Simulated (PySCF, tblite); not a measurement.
# C6H3ClFO radical: geometry, infrared bands and EPR parameters

Aim: predict the infrared bands and EPR parameters of C6H3ClFO radical (`[O]c1c(F)cccc1Cl`).

Programs: tblite 0.8.0 and PySCF 2.14.0, with density-fitted response routines of our own. Each step states its level of theory. These are calculated values for one molecule in the gas phase, unless marked as measured. Atoms count from 0, in the outputs and in this text.

## 1. The starting structure

12 atoms, charge 0, multiplicity 2; geometry from: force field or distance geometry start.

Bonds of the start (Å): O0–C1 1.29, C1–C2 1.40, C2–F3 1.36, C2–C4 1.41, C4–C5 1.38, C5–C6 1.39, C6–C7 1.42, C7–Cl8 1.75, C7–C1 1.42, C4–H9 1.09, C5–H10 1.08, C6–H11 1.09.

## 2. Geometry optimisation with GFN2-xTB

The job: settings as JSON, then the geometry in Å.

```
{"job": {"kind": "relax", "xc": "GFN2-xTB", "basis": "xTB"}, "charge": 0, "multiplicity": 2}
O      2.402100     1.280100     0.001000
C      1.258700     0.680300    -0.009600
C      0.036100     1.366000     0.022900
F      0.011700     2.724900     0.032200
C     -1.229700     0.742600     0.025800
C     -1.325500    -0.638100    -0.005300
C     -0.147400    -1.376400    -0.026100
C      1.113900    -0.733500    -0.016600
Cl     2.493900    -1.812900    -0.046000
H     -2.121400     1.363500     0.038500
H     -2.289600    -1.130100    -0.005400
H     -0.201700    -2.466900    -0.037300
```

Run with:

```bash
> OMP_NUM_THREADS=1 python probes_run.py task.json out
```

One launch serves the whole session: the jobs run in the order shown.

**Question.** This job is followed by: GFN2-xTB harmonic vibrations, gas phase; UKS B3LYP, pcH-1 on C Cl F H O, non-relativistic, mean-field spin-orbit, GIAO. What will the session give for the following? strongest single infrared mode (GFN2-xTB); zero-point energy (GFN2-xTB); g(iso) (B3LYP); ⟨S²⟩; largest a(iso); potential on the surface of density 0.002 e/bohr³, 1st and 99th percentile.

As calculated:

| quantity | value |
| --- | --- |
| strongest single infrared mode (GFN2-xTB) | 1392 cm⁻¹, 313 km/mol |
| zero-point energy (GFN2-xTB) | 44.9 kcal/mol |
| g(iso) (B3LYP) | 2.00670 |
| ⟨S²⟩ | 0.782 (exact 0.75) |
| largest a(iso) | 19F on F3, 46.8 MHz |
| potential on the surface of density 0.002 e/bohr³, 1st and 99th percentile | -1.68 V and 1.55 V |

In words: Relaxing lowered the energy by 0.331 eV in 17 steps; the close pair that moved most is O0–C1, from 1.291 to 1.226 Å. All 30 modes are real, so the xTB geometry is a minimum. The strongest single mode, at 1392 cm⁻¹, has its largest shares on C6, C4, C2 and C5 (the list is cut at 4 atoms). GFN2-xTB is a fitted tight-binding method: band positions and strengths are rough. Its intensities can rank the bands wrongly. The largest spin populations lie on O0 (0.38 e), C5 (0.37 e), C7 (0.29 e), C2 (0.27 e). The isotropic g lies 4.4 ppt above the free-electron value. The conformer search found further structures of the same energy, which may be mirror or relabelled copies of this one.
